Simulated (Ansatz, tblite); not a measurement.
## A script for BAs (GFN1-xTB)

These are simulated results from tblite 0.8.0, not measurements. The cell was built from a prototype and was relaxed with r2SCAN in plane waves (Ansatz 0.2.0). Not every such cell is a known phase. All runs are without spin polarisation.

The symmetry is F-43m (No. 216, cubic); conventional cell a = 4.784 Å, 13.68 Å³ an atom. Around B lie 4 As at 2.07 Å; around As lie 4 B at 2.07 Å.

tblite solves periodic systems at the zone centre alone, so the script builds a cluster of 2×2×2 conventional cells (64 atoms), which folds in a coarse mesh of k points.

Input script:

```python
import json
from ase import Atoms
from ase.build import make_supercell
from ase.units import Bohr, GPa, Hartree
from tblite.interface import Calculator

atoms = Atoms(['B', 'As'],
              cell=[[0.0, 2.391868, 2.391868], [2.391868, 0.0, 2.391868], [2.391868, 2.391868, 0.0]],
              scaled_positions=[[-0.0, 0.0, 0.0], [0.25, 0.25, 0.25]],
              pbc=True)
cluster = make_supercell(atoms, [[-2, 2, 2], [-2, -2, 2], [2, -2, 2]])
calc = Calculator('GFN1-xTB', cluster.numbers, cluster.positions / Bohr, lattice=cluster.cell[:] / Bohr, periodic=cluster.pbc)
calc.set('temperature', 0.02 / Hartree)
calc.set('max-iter', 150)
res = calc.singlepoint()
levels = res.get('orbital-energies') * Hartree
nv = round(res.get('orbital-occupations').sum() / 2)
cells = len(cluster) // len(atoms)
out = {'energy_per_cell': res.get('energy') * Hartree / cells, 'homo': levels[nv - 1], 'lumo': levels[nv],
       'stress': (-res.get('virial') * Hartree / cluster.get_volume() / GPa).tolist(), 'charges': res.get('charges')[:len(atoms)].tolist(), 'electrons': 2 * nv / cells}
json.dump(out, open('results.json', 'w'))
for key, value in out.items():
    print(key, value)
```

Command: `python run.py`. It took 2.5 s on 1 thread of Intel(R) Xeon(R) 6975P-C (Granite Rapids), with other jobs on the host, peak memory 0.12 GiB.

What it printed:

```
------------------------------------------------------------
  cycle        total energy    energy error   density error
------------------------------------------------------------
      1     -120.4629001099  -1.2061322E+02   7.7323125E-01
      2     -119.0945253930   1.3683747E+00   5.0055156E-01
      3     -120.9155255742  -1.8210002E+00   4.3002563E-01
      4     -122.9486342594  -2.0331087E+00   4.8894983E-03
      5     -122.9488494590  -2.1519960E-04   4.4946679E-03
      6     -122.9488732551  -2.3796086E-05   9.2346980E-04
      7     -122.9489673891  -9.4134061E-05   1.0006059E-04
      8     -122.9489675129  -1.2376829E-07   7.9372489E-05
      9     -122.9489680685  -5.5556262E-07   5.9288733E-07
------------------------------------------------------------

 total:                                   2.071 sec
energy_per_cell -104.55036973151148
homo -7.759363565696952
lumo -6.419418248018233
stress [[-4.574134094058572, -4.1067863084023247e-08, 4.1067884494723745e-08], [-4.106786309551641e-08, -4.574134094058595, 4.1067873765025424e-08], [4.106788495061321e-08, 4.106787372295895e-08, -4.574134094058568]]
charges [-0.11403930005475482, 0.11403930111021551]
electrons 8.0
```

The cycle table is in hartree for the whole cluster, and the lines after it are in eV (the energy for one cell). The printed stress is in GPa and positive in compression, and the pressure is its mean diagonal.

GFN1-xTB gives a gap of 1.34 eV. On the same cell, plane-wave PBE (Ansatz, 10×10×10 k points and the special points) gives a gap of 1.19 eV and r2SCAN a gap of 1.37 eV; on shared hosts these took about 1.1 and 2.5 core-seconds on the 2-atom cell, against 2.5 for the script. Semilocal gaps usually lie below measured ones. xTB was fitted to molecules, so gaps, charges and pressures of solids can be far off, and the gap also depends on the size of the cluster.

The same script was run on cells scaled at fixed shape and fractional coordinates:

```json
{"volume (Å³/atom)": "12.04", "energy (meV/atom)": "58.7", "pressure (GPa, positive in compression)": "18.95", "gap (eV)": "1.04"}
{"volume (Å³/atom)": "12.86", "energy (meV/atom)": "-0.4", "pressure (GPa, positive in compression)": "5.02", "gap (eV)": "1.21"}
{"volume (Å³/atom)": "13.68", "energy (meV/atom)": "0.0", "pressure (GPa, positive in compression)": "-4.57", "gap (eV)": "1.34"}
{"volume (Å³/atom)": "14.50", "energy (meV/atom)": "41.6", "pressure (GPa, positive in compression)": "-11.26", "gap (eV)": "1.44"}
{"volume (Å³/atom)": "15.33", "energy (meV/atom)": "112.0", "pressure (GPa, positive in compression)": "-15.92", "gap (eV)": "1.51"}
```

A Birch-Murnaghan fit puts the minimum at 13.26 Å³/atom, 3.1 % below the given cell, with a bulk modulus of 156 GPa at fixed shape.

xTB was fitted mostly to molecules, and a small cluster samples few k points, so gaps, pressures and kinks along a curve can be far from a solid's.

Spin-orbit coupling is left out.
